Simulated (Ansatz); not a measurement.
**Sn3GeO4: a closer look at a trial structure**

This session takes a relaxed cell of Sn3GeO4 and sets out to see how the gap depends on the functional.

Program: Ansatz 0.2.0. Level of theory: DFT PBE, scalar-relativistic, plane waves, PAW, unless a step names another level. These are calculated values, not measurements.

1 further run of the same task is left out (it didn't finish).

### Step 1. The system as given

The structure is triclinic, space group P1 (No. 1). Conventional cell: a = 5.177 Å, b = 5.549 Å, c = 5.768 Å, α = 92.17°, β = 90.23°, γ = 90.81°. Sn (site symmetry 1) is surrounded by 3 O at 2.13 to 2.17 Å. Around Sn (site symmetry 1) lie 3 O at 2.14 to 2.16 Å. Around Sn (site symmetry 1) lie 3 O at 2.15 to 2.17 Å. Ge (site symmetry 1) is surrounded by 3 O at 1.93 to 1.95 Å. O (site symmetry 1) has 1 Ge at 1.95 Å and 2 Sn at 2.15 to 2.17 Å as nearest neighbours. O (site symmetry 1) is surrounded by 3 Sn at 2.13 to 2.15 Å. O (site symmetry 1) has 1 Ge at 1.93 Å and 2 Sn at 2.16 to 2.17 Å as nearest neighbours.

Structure file:

```
Sn Ge O
1.0
     5.17735    0.00051    0.00129
    -0.07900    5.54854   -0.00399
    -0.02443   -0.21462    5.76378
Sn Ge O
3 1 4
Direct
  0.94329 0.54517 0.22117
  0.44832 0.97808 0.21661
  0.43961 0.45504 0.77300
  0.94032 0.04088 0.80090
  0.80616 0.35111 0.91095
  0.31949 0.62636 0.09517
  0.81790 0.87946 0.07433
  0.28490 0.12390 0.90788
```

The cell was relaxed beforehand at this level, from a generated guess; it is a trial structure. At a tolerance of 0.02 Å it has space group P1 (No. 1); it has 20.70 Å³/atom, an uncorrected energy of -1.24 eV/atom over the elements and, on its mesh, gap 1.65 eV.

### Step 2. Level of theory: r2SCAN

Input file input.yaml:

```yaml
crystal:
  lattice:
    - [5.177354149, 0.0005094092, 0.0012851392]
    - [-0.0790000786, 5.5485378711, -0.0039935232]
    - [-0.0244274762, -0.2146169867, 5.7637756131]
  atoms:
    - { symbol: Sn, position: [0.9432945254, 0.5451653993, 0.2211664222] }
    - { symbol: Sn, position: [0.4483246222, 0.9780835613, 0.2166061777] }
    - { symbol: Sn, position: [0.4396077151, 0.4550406194, 0.7730018776] }
    - { symbol: Ge, position: [0.9403232887, 0.0408772221, 0.8008979447] }
    - { symbol: O, position: [0.8061643588, 0.3511117705, 0.9109450626] }
    - { symbol: O, position: [0.3194878623, 0.6263565979, 0.0951669443] }
    - { symbol: O, position: [0.8179006413, 0.8794612498, 0.0743312779] }
    - { symbol: O, position: [0.2848969861, 0.1239035794, 0.9078812929] }
basis:
  ecutwfc: 500
kpoints:
  mp_grid: { grid: [6, 6, 6] }
  band_path:
    path:
      - [[0.0, 0.0, 0.0], [-0.5, 0.0, 0.0]]
      - [[0.0, 0.0, -0.5], [0.0, 0.0, 0.0], [0.0, -0.5, 0.0]]
      - [[0.5, -0.5, 0.5], [0.0, 0.0, 0.0], [0.0, -0.5, 0.5]]
      - [[0.5, -0.5, 0.0], [0.0, 0.0, 0.0], [-0.5, 0.0, 0.5]]
    npoints: 14
hamiltonian:
  xc: r2scan
scf:
  occupations: { method: gaussian, width: 0.02 }
  n_extra_bands: 20
output:
  forces: true
  stress: true
  eigenvalues: true
  populations: true
  dos: { projected: true, de: 0.02, nscf_kmesh: { grid: [9, 9, 9] } }
  bader: true
  write_density: true
  write_potential: true
  elf: true
  volumetric_format: npy
```

Run with:

```console
$ ansatz run input.yaml --threads 4 --pin off --max-ram 8192MiB --backend cpu --events-out ev --progress --plain --runs-dir out
```

### Step 3. Band edges anywhere in the zone (r2SCAN)

input.yaml, as its differences from that of step 2:

```diff
@@ -18,9 +18,3 @@
   mp_grid: { grid: [6, 6, 6] }
-  band_path:
-    path:
-      - [[0.0, 0.0, 0.0], [-0.5, 0.0, 0.0]]
-      - [[0.0, 0.0, -0.5], [0.0, 0.0, 0.0], [0.0, -0.5, 0.0]]
-      - [[0.5, -0.5, 0.5], [0.0, 0.0, 0.0], [0.0, -0.5, 0.5]]
-      - [[0.5, -0.5, 0.0], [0.0, 0.0, 0.0], [-0.5, 0.0, 0.5]]
-    npoints: 14
+  band_path: { path: [VBM, CBM], npoints: 2 }
 hamiltonian:
@@ -29,13 +23,11 @@
   occupations: { method: gaussian, width: 0.02 }
-  n_extra_bands: 20
 output:
-  forces: true
-  stress: true
+  forces: false
+  stress: false
   eigenvalues: true
-  populations: true
-  dos: { projected: true, de: 0.02, nscf_kmesh: { grid: [9, 9, 9] } }
-  bader: true
-  write_density: true
-  write_potential: true
-  elf: true
-  volumetric_format: npy
+checkpoint:
+  read: start.run
+  write: ck
+  compress: false
+  write_wavefunctions: false
+  write_every: 100000
```

### Step 4. Levels beside the edges (r2SCAN)

input.yaml, as its differences from that of step 3:

```diff
@@ -18,3 +18,2 @@
   mp_grid: { grid: [6, 6, 6] }
-  band_path: { path: [VBM, CBM], npoints: 2 }
 hamiltonian:
@@ -27,2 +26,35 @@
   eigenvalues: true
+  eigenstates:
+    kpoints:
+      - [0.0, 0.0, 0.0]
+      - [0.01648003, -0.000251465, -7.7755e-05]
+      - [-0.01648003, 0.000251465, 7.7755e-05]
+      - [1.621e-06, 0.017661545, -0.000683147]
+      - [-1.621e-06, -0.017661545, 0.000683147]
+      - [4.091e-06, -1.2712e-05, 0.018346668]
+      - [-4.091e-06, 1.2712e-05, -0.018346668]
+      - [0.011654288, 0.012310785, -0.000538039]
+      - [-0.011654288, -0.012310785, 0.000538039]
+      - [0.011656034, -0.000186801, 0.012918072]
+      - [-0.011656034, 0.000186801, -0.012918072]
+      - [4.039e-06, 0.012479609, 0.012489995]
+      - [-4.039e-06, -0.012479609, -0.012489995]
+      - [0.009518048, 0.010044375, 0.010153146]
+      - [-0.009518048, -0.010044375, -0.010153146]
+      - [0.348958, 0.473958, 0.479167]
+      - [0.36543803, 0.473706535, 0.479089245]
+      - [0.33247797, 0.474209465, 0.479244755]
+      - [0.348959621, 0.491619545, 0.478483853]
+      - [0.348956379, 0.456296455, 0.479850147]
+      - [0.348962091, 0.473945288, 0.497513668]
+      - [0.348953909, 0.473970712, 0.460820332]
+      - [0.360612288, 0.486268785, 0.478628961]
+      - [0.337303712, 0.461647215, 0.479705039]
+      - [0.360614034, 0.473771199, 0.492085072]
+      - [0.337301966, 0.474144801, 0.466248928]
+      - [0.348962039, 0.486437609, 0.491656995]
+      - [0.348953961, 0.461478391, 0.466677005]
+      - [0.358476048, 0.484002375, 0.489320146]
+      - [0.339439952, 0.463913625, 0.469013854]
+    e_range: [-3.439204, 3.439204]
 checkpoint:
```

(Steps that only read results are left out.)

Q: Predict the outcome of this session. Wanted: gap; Bader charges; gap over the zone; valence top, conduction bottom; hole masses; electron masses.

**Answer**, as computed:

| quantity | value |
| --- | --- |
| gap (r2SCAN) | 1.95 eV |
| Bader charges (r2SCAN) | Sn +1.34, Ge +1.28, O -1.33 to -1.32 e |
| gap over the zone (r2SCAN) | 1.94 eV, indirect |
| valence top, conduction bottom (fractional k) (r2SCAN) | (0.000, 0.000, 0.000), (0.349, 0.474, 0.479) |
| hole masses (r2SCAN) | 0.38 to 1.80 m0 along the directions sampled |
| electron masses (r2SCAN) | 0.58 to 1.03 m0 along the directions sampled |

What this shows: The gap runs from 1.65 eV with PBE to 1.95 eV with r2SCAN. At this fixed cell r2SCAN gives -3.4 GPa, so it would relax to a smaller volume.
